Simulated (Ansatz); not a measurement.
# CH₅BOS: one species, many methods

An exercise on one series of results from a longer session: the logs are not shown, and one member is left open.

The runs use Ansatz 0.2.0, Gaussian basis; functionals in def2-TZVPP, the program's frozen cores in correlated methods.

The runs, in order: LDA (SPW92), PBE-D4, revPBE-D4, BLYP-D4, r2SCAN-D4, B97M-V, PBE0-D4, B3LYP-D4, r2SCANh-D4, r2SCAN0-D4, HSE06-D4, BHLYP-D4, CAM-B3LYP-D4, LC-ωPBE, ωB97X-V, ωB97M-V, B2PLYP, PBE-QIDH; CCSD(T)/def2-SVP; CCSD(T)/def2-TZVPP; MP2/def2-QZVPP; extrapolation to the limit; RPA on PBE.

## The relaxed structure

An earlier PBE0-D4 in a triple-zeta def2 set relaxation fixed the geometry.

SMILES `BSCO`, 9 atoms, charge 0, spin multiplicity 1.

Atoms are counted from 1 here; the program's logs count them from 0.

Bond lengths: B1–S2 1.754 Å, B1–H5 1.195 Å, B1–H6 1.192 Å, S2–C3 1.834 Å, C3–O4 1.389 Å, C3–H7 1.090 Å, C3–H8 1.094 Å, O4–H9 0.962 Å. Angles: S2–B1–H5 120.5°, S2–B1–H6 117.0°, H5–B1–H6 122.5°, B1–S2–C3 103.7°, S2–C3–O4 113.0°, S2–C3–H7 106.8°, S2–C3–H8 106.9°, O4–C3–H7 106.9°, O4–C3–H8 113.3°, H7–C3–H8 109.7°, C3–O4–H9 108.7°.

Geometry (Å):

```mol
CH5BOS
  3D, bonds by distance, orders not assigned

  9  8  0  0  0  0  0  0  0  0999 V2000
   -1.2037    0.9973    0.7593 B   0  0
   -0.4571    0.8338   -0.8198 S   0  0
    0.4709   -0.7441   -0.7002 C   0  0
    1.8400   -0.5595   -0.5564 O   0  0
   -1.0500    0.1553    1.5937 H   0  0
   -1.8593    1.9745    0.9488 H   0  0
    0.3195   -1.2706   -1.6422 H   0  0
    0.0222   -1.3149    0.1180 H   0  0
    2.0060   -0.1181    0.2819 H   0  0
  1  2  8  0
  2  3  8  0
  3  4  8  0
  1  5  8  0
  1  6  8  0
  3  7  8  0
  3  8  8  0
  4  9  8  0
M  END
```

Set-up of the first run:

The input, in.yaml:

```yaml
crystal:
  periodic: [false, false, false]
  atoms:
    - {symbol: B, position_ang: [-1.203708, 0.997271, 0.759328]}
    - {symbol: S, position_ang: [-0.457103, 0.833770, -0.819847]}
    - {symbol: C, position_ang: [0.470943, -0.744133, -0.700246]}
    - {symbol: O, position_ang: [1.839975, -0.559484, -0.556431]}
    - {symbol: H, position_ang: [-1.049978, 0.155302, 1.593677]}
    - {symbol: H, position_ang: [-1.859332, 1.974494, 0.948824]}
    - {symbol: H, position_ang: [0.319544, -1.270583, -1.642175]}
    - {symbol: H, position_ang: [0.022247, -1.314900, 0.118009]}
    - {symbol: H, position_ang: [2.006013, -0.118138, 0.281862]}
basis:
  gaussian: {orbitals: def2-TZVPP}
hamiltonian: {xc: lda}
output: {orbitals: {seedname: orbitals}}
```

Command:

```bash
> ansatz run in.yaml --threads 2 --pin off --events-out ev --progress --plain --max-ram 4352MiB
```

Among the steps run: LDA; PBE-D4 (GGA); revPBE-D4 (GGA); BLYP-D4 (GGA); r2SCAN-D4 (meta-GGA); B97M-V (meta-GGA); B3LYP-D4 (hybrid); r2SCANh-D4 (hybrid); r2SCAN0-D4 (hybrid); HSE06-D4 (hybrid); BHLYP-D4 (hybrid); CAM-B3LYP-D4 (range-separated); LC-ωPBE (range-separated); ωB97X-V (range-separated); ωB97M-V (range-separated); B2PLYP (double hybrid); PBE-QIDH (double hybrid).

One table of the session follows, with a row left open; its other results are not shown here.

It belongs to the step «Frontier levels by functional». 

```
  functional  HOMO (eV)  gap (eV)
 LDA (SPW92)          ?         ?
      PBE-D4      -6.72      4.50
   revPBE-D4      -6.66      4.54
     BLYP-D4      -6.60      4.54
   r2SCAN-D4      -7.01      5.09
      B97M-V      -7.13      5.16
     PBE0-D4      -8.08      6.78
    B3LYP-D4      -7.84      6.35
  r2SCANh-D4      -7.52      5.93
  r2SCAN0-D4      -8.27      7.15
    HSE06-D4      -7.68      6.00
    BHLYP-D4      -9.17      8.88
CAM-B3LYP-D4      -9.42      9.20
     LC-ωPBE     -10.76     11.67
     ωB97X-V     -10.42     11.26
     ωB97M-V     -10.30     10.93
```

Estimate the missing values for LDA (SPW92).

**Answer.** HOMO (eV): -6.87; gap (eV): 4.39. In the column «HOMO (eV)» it lies between r2SCAN-D4 (-7.01) and PBE-D4 (-6.72).
